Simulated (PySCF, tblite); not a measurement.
# C3H13PSi2: a rotation path, then NMR shifts on frames, part 2 of 2

tblite 0.8.0 and PySCF 2.14.0. Atoms count from 0. The steps go on from the part before.

**5. Shielding tensors: image 4, PBE0/pcSseg-1**

The job: settings as JSON, then the geometry in Å.

```
{"job": {"kind": "nmr", "xc": "PBE0", "basis": "pcSseg-1", "pop": false}, "charge": 0, "multiplicity": 1}
C     -3.381700     0.384400    -0.018600
C     -2.016500    -0.120100     0.431900
C     -1.009100    -0.130900    -0.715800
Si     0.714600    -0.772400    -0.199000
P      2.170700     0.894500    -0.528300
Si     3.993300     0.148300     0.510500
H     -3.788800    -0.260600    -0.794800
H     -3.304100     1.394800    -0.416800
H     -4.078100     0.396900     0.817300
H     -2.118200    -1.131000     0.834300
H     -1.640000     0.518700     1.235200
H     -0.913300     0.882900    -1.112800
H     -1.403800    -0.746300    -1.526600
H      1.158700    -1.893600    -1.034800
H      0.684900    -1.228100     1.200200
H      1.715300     1.673400     0.515500
H      4.886700     1.294900     0.668700
H      4.577200    -0.857700    -0.374200
H      3.742400    -0.438800     1.830300
```

Level: GIAO PBE0/pcSseg-1 NMR shielding, non-relativistic, gas phase.

Output:

```text
coarse grid: 16192 points
cycle   1  E = -1041.8340597466  dE =  1.237e-01  |g| = 3.832e-01  |ddm| = 3.708e+00
cycle   2  E = -1041.8218121156  dE =  1.225e-02  |g| = 4.418e-01  |ddm| = 7.827e-01
cycle   3  E = -1041.8740877489  dE = -5.228e-02  |g| = 3.582e-02  |ddm| = 4.445e-01
cycle   4  E = -1041.8743655305  dE = -2.778e-04  |g| = 1.640e-02  |ddm| = 5.745e-02
cycle   5  E = -1041.8744343930  dE = -6.886e-05  |g| = 4.010e-03  |ddm| = 2.133e-02
cycle   6  E = -1041.8744381527  dE = -3.760e-06  |g| = 7.914e-04  |ddm| = 4.712e-03
final grid: 139240 points
cycle   7  E = -1041.9097994766  dE = -2.870e-05  |g| = 7.469e-03  |ddm| = 2.457e-02
cycle   8  E = -1041.9097922305  dE =  7.246e-06  |g| = 9.079e-03  |ddm| = 1.478e-02
cycle   9  E = -1041.9098139272  dE = -2.170e-05  |g| = 4.699e-04  |ddm| = 8.257e-03
cycle  10  E = -1041.9098139707  dE = -4.350e-08  |g| = 1.659e-04  |ddm| = 5.928e-04
cycle  11  E = -1041.9098139775  dE = -6.819e-09  |g| = 3.603e-05  |ddm| = 1.674e-04
cycle  12  E = -1041.9098139778  dE = -3.017e-10  |g| = 7.964e-06  |ddm| = 4.680e-05
converged SCF energy = -1041.9098139778

GIAO shielding tensors (ppm)
atom      isotropic    diamagn.    paramagn.     s11        s22        s33       span
  0 C      165.598     244.835     -79.237    151.309    157.601    187.882     36.573
  1 C      161.036     247.731     -86.695    148.403    161.102    173.604     25.201
  2 C      169.199     255.611     -86.411    151.954    165.821    189.823     37.868
  3 Si     389.223     882.520    -493.297    341.949    389.372    436.349     94.400
  4 P      647.132     970.761    -323.629    577.519    632.573    731.303    153.784
  5 Si     432.661     879.779    -447.118    393.581    436.834    467.568     73.987
  6 H       30.734      28.332       2.402     26.727     28.827     36.648      9.921
  7 H       30.744      28.998       1.747     26.608     29.309     36.316      9.708
  8 H       30.338      27.020       3.318     25.546     27.454     38.015     12.469
  9 H       30.336      32.004      -1.668     24.649     30.750     35.609     10.960
 10 H       30.299      33.093      -2.793     24.698     31.423     34.778     10.080
 11 H       31.043      35.012      -3.970     25.873     31.908     35.346      9.473
 12 H       30.557      33.635      -3.078     25.606     30.233     35.831     10.225
 13 H       27.411      31.313      -3.902     23.278     26.423     32.531      9.253
 14 H       27.420      31.941      -4.521     23.236     27.362     31.663      8.427
 15 H       31.421      33.348      -1.927     25.029     29.323     39.911     14.882
 16 H       27.561      28.272      -0.711     23.618     25.126     33.940     10.323
 17 H       27.800      28.769      -0.969     24.244     25.541     33.617      9.373
 18 H       27.583      28.665      -1.082     23.439     26.111     33.198      9.758
```

Wall time 62 s (1 thread, shared host).

This run: δ C1 25.9, C0 21.3, C2 17.7, Si3 -40.1, H13 4.31, H14 4.30 ppm.

**6. Nuclear shieldings: image 6, PBE0/pcSseg-1**

The job: settings as JSON, then the geometry in Å.

```
{"job": {"kind": "nmr", "xc": "PBE0", "basis": "pcSseg-1", "pop": false}, "charge": 0, "multiplicity": 1}
C     -3.279500     0.492800     0.040400
C     -1.864600     0.070000     0.415700
C     -1.053300    -0.349800    -0.808100
Si     0.722800    -0.894400    -0.375700
P      1.981300     0.954600    -0.299600
Si     3.877100     0.214900     0.605600
H     -3.810500    -0.332400    -0.430400
H     -3.257700     1.329800    -0.655500
H     -3.834400     0.796600     0.925900
H     -1.912600    -0.762600     1.122500
H     -1.356900     0.900400     0.914700
H     -1.010300     0.489200    -1.506700
H     -1.575900    -1.158900    -1.321500
H      1.290800    -1.755800    -1.417900
H      0.730200    -1.639000     0.893200
H      1.444300     1.436700     0.875700
H      4.627500     1.392500     1.041300
H      4.580300    -0.503100    -0.455500
H      3.691600    -0.672100     1.758100
```

Method: GIAO PBE0/pcSseg-1 NMR shielding, non-relativistic, gas phase.

Output:

```text
coarse grid: 16192 points
cycle   1  E = -1041.8362603877  dE =  1.248e-01  |g| = 3.832e-01  |ddm| = 3.712e+00
cycle   2  E = -1041.8235032470  dE =  1.276e-02  |g| = 4.436e-01  |ddm| = 7.866e-01
cycle   3  E = -1041.8762376600  dE = -5.273e-02  |g| = 3.596e-02  |ddm| = 4.502e-01
cycle   4  E = -1041.8765195941  dE = -2.819e-04  |g| = 1.623e-02  |ddm| = 5.737e-02
cycle   5  E = -1041.8765864128  dE = -6.682e-05  |g| = 4.074e-03  |ddm| = 2.094e-02
cycle   6  E = -1041.8765902973  dE = -3.884e-06  |g| = 7.789e-04  |ddm| = 4.622e-03
final grid: 139240 points
cycle   7  E = -1041.9113125079  dE = -2.853e-05  |g| = 7.267e-03  |ddm| = 2.475e-02
cycle   8  E = -1041.9113057931  dE =  6.715e-06  |g| = 8.791e-03  |ddm| = 1.439e-02
cycle   9  E = -1041.9113261407  dE = -2.035e-05  |g| = 4.650e-04  |ddm| = 8.154e-03
cycle  10  E = -1041.9113261840  dE = -4.333e-08  |g| = 1.631e-04  |ddm| = 6.009e-04
cycle  11  E = -1041.9113261907  dE = -6.714e-09  |g| = 3.366e-05  |ddm| = 1.750e-04
cycle  12  E = -1041.9113261910  dE = -2.601e-10  |g| = 7.424e-06  |ddm| = 4.119e-05
converged SCF energy = -1041.9113261910

GIAO shielding tensors (ppm)
atom      isotropic    diamagn.    paramagn.     s11        s22        s33       span
  0 C      165.778     244.706     -78.928    151.436    158.050    187.847     36.412
  1 C      162.691     248.619     -85.928    151.420    164.549    172.104     20.684
  2 C      168.290     255.287     -86.997    157.470    165.675    181.726     24.255
  3 Si     390.822     882.363    -491.541    347.147    389.215    436.104     88.956
  4 P      651.748     970.820    -319.072    597.690    628.281    729.274    131.583
  5 Si     432.350     879.842    -447.493    393.921    435.389    467.739     73.817
  6 H       30.693      28.283       2.410     26.631     28.729     36.718     10.087
  7 H       30.714      28.938       1.776     26.546     29.172     36.425      9.878
  8 H       30.304      27.383       2.921     25.452     27.483     37.978     12.526
  9 H       30.391      32.588      -2.198     24.753     30.781     35.637     10.884
 10 H       30.328      33.832      -3.505     24.202     32.029     34.752     10.550
 11 H       30.996      34.302      -3.306     26.699     30.858     35.430      8.731
 12 H       30.708      33.125      -2.417     25.526     29.996     36.600     11.074
 13 H       27.399      31.076      -3.677     23.134     26.219     32.845      9.711
 14 H       27.371      31.688      -4.317     23.369     26.649     32.095      8.725
 15 H       31.365      33.431      -2.066     24.551     29.681     39.862     15.311
 16 H       27.536      28.369      -0.833     23.612     25.099     33.897     10.284
 17 H       27.762      28.795      -1.034     24.175     25.489     33.621      9.446
 18 H       27.572      28.692      -1.120     23.399     26.077     33.239      9.840
```

It took 69 s on 1 thread, shared host.

Key values: δ C1 24.2, C0 21.1, C2 18.6, Si3 -41.7, H14 4.35, H13 4.32 ppm.

**7. Shielding tensors: image 8, PBE0/pcSseg-1**

The job: settings as JSON, then the geometry in Å.

```
{"job": {"kind": "nmr", "xc": "PBE0", "basis": "pcSseg-1", "pop": false}, "charge": 0, "multiplicity": 1}
C     -3.213300     0.589000     0.011900
C     -1.761400     0.252900     0.330300
C     -1.097200    -0.543200    -0.789900
Si     0.730300    -0.947700    -0.435200
P      1.751900     0.967800     0.108400
Si     3.798800     0.264700     0.633600
H     -3.794800    -0.320600    -0.125500
H     -3.277300     1.176000    -0.901900
H     -3.660100     1.164000     0.820200
H     -1.718800    -0.318900     1.261000
H     -1.202300     1.180700     0.484100
H     -1.167500     0.031200    -1.716100
H     -1.649900    -1.469500    -0.955600
H      1.390200    -1.466700    -1.637600
H      0.825300    -1.964700     0.623300
H      1.293000     1.011000     1.408000
H      4.481600     1.390200     1.271300
H      4.458500    -0.106600    -0.616100
H      3.803200    -0.880500     1.547900
```

With the program's defaults for keys left out, this is: GIAO PBE0/pcSseg-1 NMR shielding, non-relativistic, gas phase.

Output:

```text
coarse grid: 16192 points
cycle   1  E = -1041.8367416372  dE =  1.333e-01  |g| = 3.843e-01  |ddm| = 3.713e+00
cycle   2  E = -1041.8232582154  dE =  1.348e-02  |g| = 4.470e-01  |ddm| = 7.935e-01
cycle   3  E = -1041.8769128188  dE = -5.365e-02  |g| = 3.617e-02  |ddm| = 4.592e-01
cycle   4  E = -1041.8771980633  dE = -2.852e-04  |g| = 1.635e-02  |ddm| = 5.664e-02
cycle   5  E = -1041.8772646280  dE = -6.656e-05  |g| = 4.062e-03  |ddm| = 1.992e-02
cycle   6  E = -1041.8772685195  dE = -3.891e-06  |g| = 7.213e-04  |ddm| = 4.476e-03
final grid: 139240 points
cycle   7  E = -1041.9120673188  dE = -2.868e-05  |g| = 7.210e-03  |ddm| = 2.721e-02
cycle   8  E = -1041.9120609909  dE =  6.328e-06  |g| = 8.658e-03  |ddm| = 1.388e-02
cycle   9  E = -1041.9120806600  dE = -1.967e-05  |g| = 4.615e-04  |ddm| = 7.951e-03
cycle  10  E = -1041.9120807048  dE = -4.486e-08  |g| = 1.632e-04  |ddm| = 6.383e-04
cycle  11  E = -1041.9120807117  dE = -6.855e-09  |g| = 3.313e-05  |ddm| = 1.841e-04
cycle  12  E = -1041.9120807120  dE = -2.606e-10  |g| = 6.966e-06  |ddm| = 4.394e-05
converged SCF energy = -1041.9120807120

GIAO shielding tensors (ppm)
atom      isotropic    diamagn.    paramagn.     s11        s22        s33       span
  0 C      166.051     244.589     -78.538    151.790    158.252    188.111     36.322
  1 C      163.942     249.683     -85.741    156.949    162.866    172.012     15.062
  2 C      169.650     254.687     -85.036    161.664    167.145    180.143     18.479
  3 Si     393.235     882.245    -489.010    343.075    396.302    440.329     97.254
  4 P      653.050     970.975    -317.924    602.097    625.448    731.606    129.508
  5 Si     432.667     879.827    -447.159    399.850    431.432    466.720     66.870
  6 H       30.691      28.340       2.352     26.525     28.677     36.873     10.347
  7 H       30.735      28.881       1.854     26.642     28.995     36.570      9.928
  8 H       30.316      27.680       2.636     25.365     27.603     37.980     12.615
  9 H       30.531      33.242      -2.711     25.106     31.073     35.415     10.310
 10 H       30.313      34.196      -3.883     23.374     31.614     35.951     12.577
 11 H       31.025      33.648      -2.623     26.687     30.002     36.385      9.698
 12 H       30.887      32.812      -1.925     25.945     29.665     37.051     11.106
 13 H       27.425      31.027      -3.602     23.124     26.249     32.902      9.778
 14 H       27.239      31.259      -4.020     22.903     26.214     32.600      9.697
 15 H       31.434      33.385      -1.951     24.439     29.907     39.956     15.517
 16 H       27.530      28.421      -0.890     23.522     25.126     33.943     10.421
 17 H       27.765      28.839      -1.075     24.152     25.570     33.572      9.420
 18 H       27.537      28.548      -1.011     23.305     25.956     33.352     10.047
```

Run time: 67 s. Hardware: 1 thread, shared host.

In short: δ C1 23.0, C0 20.9, C2 17.3, Si3 -44.1, H14 4.48, H13 4.29 ppm.

**8. Side by side: NMR shifts**

Shifts (ppm) of some atoms, chosen among heavy atoms and hydrogens apart, with basis size and wall time:

```csv
frame,C1,C0,C2,H9,H12,Si3,P4,functions,time
image 0,24.1,21.1,20.7,1.39,0.88,-42.3,-331.9,188,60 s
image 2,25.3,21.2,19.2,1.38,1.08,-40.6,-328.6,188,58 s
image 4,25.9,21.3,17.7,1.38,1.16,-40.1,-328.8,188,62 s
image 6,24.2,21.1,18.6,1.33,1.01,-41.7,-333.4,188,69 s
image 8,23.0,20.9,17.3,1.19,0.83,-44.1,-334.7,188,67 s
```

**9. Results**

This closing draws on all 2 parts.

| quantity | value |
| --- | --- |
| barrier | 0.053 eV (1.2 kcal/mol) at image 4 |
| end to end (GFN2-xTB) | 0.004 eV |
| 13C shifts against TMS (PBE0/pcSseg-1, image 0) | 24.1, 21.1, 20.7 ppm |
| 1H shifts against TMS (PBE0/pcSseg-1, image 0) | 4.44, 4.17, 4.17, 4.14, 3.92, 1.40, 1.39, 1.39, 1.03, 0.98, 0.88, 0.80, 0.19 ppm |
| 29Si shifts against TMS (PBE0/pcSseg-1, image 0) | -42.3, -83.3 ppm |
| 31P shifts against H3PO4 (PBE0/pcSseg-1, image 0) | -331.9 ppm |
| range of the shift of P4 | -334.7 to -328.6 ppm |

In words: Along the band the dihedral turns by 133°, and the top (dihedral 242°) lies 1.2 kcal/mol above the start (GFN2-xTB, rough), so at room temperature this motion is fast. The top was not checked by a frequency run. Shifts at one fixed geometry are not the observed spectrum, which averages over the motion. In the first frame run (image 0): The largest span, 156 ppm, is at P4, where the paramagnetic term is -320 ppm. In ppm, P4 moves most: its shift spreads over 6.0 ppm, from -334.7 (image 8) to -328.6 (image 2).
